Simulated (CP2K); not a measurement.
Runs of CP2K 2026.2 on TiSn. The structure is cubic, space group Fm-3m (No. 225). Conventional cell: a = 5.601 Å, b = 5.601 Å, c = 5.601 Å, α = 90.00°, β = 90.00°, γ = 90.00°. Around Ti (site symmetry m-3m) lie 6 Sn at 2.80 Å. Sn (site symmetry m-3m) is surrounded by 6 Ti at 2.80 Å. The cell was built by a generator and needn't be a form met in nature.

```tsv
task	potentials or basis	gap on the mesh (eV)	pressure (GPa)	V0 of scaled cells (Å³/atom)	B0 (GPa)
single point	POTENTIAL_UZH Ti GTH-PBE-q12, Sn GTH-PBE-q4; TZVP-MOLOPT-PBE-GTH basis	none	(b)	-	-
equation of state	POTENTIAL_UZH Ti GTH-PBE-q12, Sn GTH-PBE-q4; TZVP-MOLOPT-PBE-GTH basis	-	-	22.22	81
single point	POTENTIAL_UZH Ti GTH-PBE-q12, Sn GTH-PBE-q14; TZVP-MOLOPT-PBE-GTH basis	none	(a)	-	-
equation of state	POTENTIAL_UZH Ti GTH-PBE-q12, Sn GTH-PBE-q14; TZVP-MOLOPT-PBE-GTH basis	-	-	21.86	84
```

Alike in all rows: level PBE; no spin polarisation; cell as given; k mesh 8 × 8 × 8; smearing fermi-dirac 0.05 eV.

Question: Estimate the missing entries.

Answer: (a) -0.4; (b) 1.0.

Caveats: the basis of atomic orbitals isn't converged, which shifts pressures, moduli and gaps.

A k mesh can miss the band edges, and the runs leave out spin-orbit coupling on Sn.

A gap of «none» marks a metal or a gap under the smearing width.

Not every run made on this cell is shown here.
